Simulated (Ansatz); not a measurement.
Relaxation of a periodic cell of 17 atoms, HC16 (host C, host structure diamond, interstitial H), cell charge +1, to a largest force component of 0.03 eV/Å in at most 60 steps.

The calculation used DFT PBEsol, scalar-relativistic, plane waves, PAW in Ansatz 0.2.0. Settings: PAW set soft_1, cutoff 420 eV, k mesh 3x3x3, gaussian smearing 0.05 eV, no spin polarisation.

```xyz
17
Lattice="0.0000 3.5700 3.5700 3.5700 0.0000 3.5700 3.5700 3.5700 0.0000" Properties=species:S:1:pos:R:3:forces:R:3
C 0.000 0.000 0.000 -0.34 0.66 -0.41
C 0.892 0.892 0.892 0.07 1.11 0.07
C 1.785 1.785 0.000 0.25 -0.33 -0.31
C 2.678 2.678 0.892 -1.27 0.05 -0.02
C 1.785 0.000 1.785 0.40 0.43 0.35
C 2.678 0.892 2.678 -0.13 -0.17 -0.07
C 3.570 1.785 1.785 -0.42 -0.38 0.66
C 4.463 2.678 2.678 0.10 0.10 1.17
C 0.000 1.785 1.785 -0.30 -0.31 0.25
C 0.892 2.678 2.678 0.00 0.03 -1.23
C 1.785 3.570 1.785 0.31 0.31 0.33
C 2.678 4.463 2.678 0.02 0.02 0.02
C 1.785 1.785 3.570 0.66 -0.33 -0.44
C 2.678 2.678 4.463 1.13 0.08 0.08
C 3.570 3.570 3.570 -0.33 0.26 -0.32
C 4.463 4.463 4.463 0.04 -1.29 -0.01
H 4.418 6.192 4.437 -0.19 -0.23 -0.11
```

Where does it end, and by what steps?

It converged. The force dipped under the threshold on the way, but the program's further checks kept it going. Limits of this set-up: PAW files made for another functional, a small cell, in which the defect meets its images, charged cell in a uniform background, uncorrected. After 9 steps the energy has fallen by 0.823 eV; H17 moved furthest, 0.78 Å. Joined: C7–H17 (1.50 → 1.20 Å), C16–H17 (1.73 → 1.20 Å).

| step | energy less start (eV) | largest force component (eV/Å) | accepted |
| --- | --- | --- | --- |
| 0 | 0.0000 | 1.295 | yes |
| 1 | -0.1035 | 0.400 | yes |
| 2 | -0.1447 | 0.491 | yes |
| 3 | -0.2676 | 0.944 | yes |
| 4 | -0.4799 | 1.053 | yes |
| 5 | -0.7217 | 0.878 | yes |
| 6 | -0.8160 | 0.472 | yes |
| 7 | -0.8223 | 0.130 | yes |
| 8 | -0.8233 | 0.020 | yes |
| 9 | -0.8233 | 0.021 | yes |

```xyz
17
Lattice="0.0000 3.5700 3.5700 3.5700 0.0000 3.5700 3.5700 3.5700 0.0000" Properties=species:S:1:pos:R:3
C 0.024 0.052 0.004
C 0.913 0.935 0.899
C 1.802 1.829 0.016
C 2.659 2.756 0.904
C 1.803 0.031 1.775
C 2.702 0.908 2.664
C 3.539 1.879 1.868
C 4.490 2.723 2.694
C 0.026 1.826 1.790
C 0.916 2.721 2.673
C 1.808 3.631 1.817
C 2.706 4.520 2.694
C 1.851 1.822 3.539
C 2.707 2.709 4.466
C 3.590 3.601 3.572
C 4.540 4.427 4.416
H 4.042 5.520 4.346
```

Time of the run: 34 s on 1 thread of Arm Neoverse V2, on a shared host, peak memory 0.32 GiB.
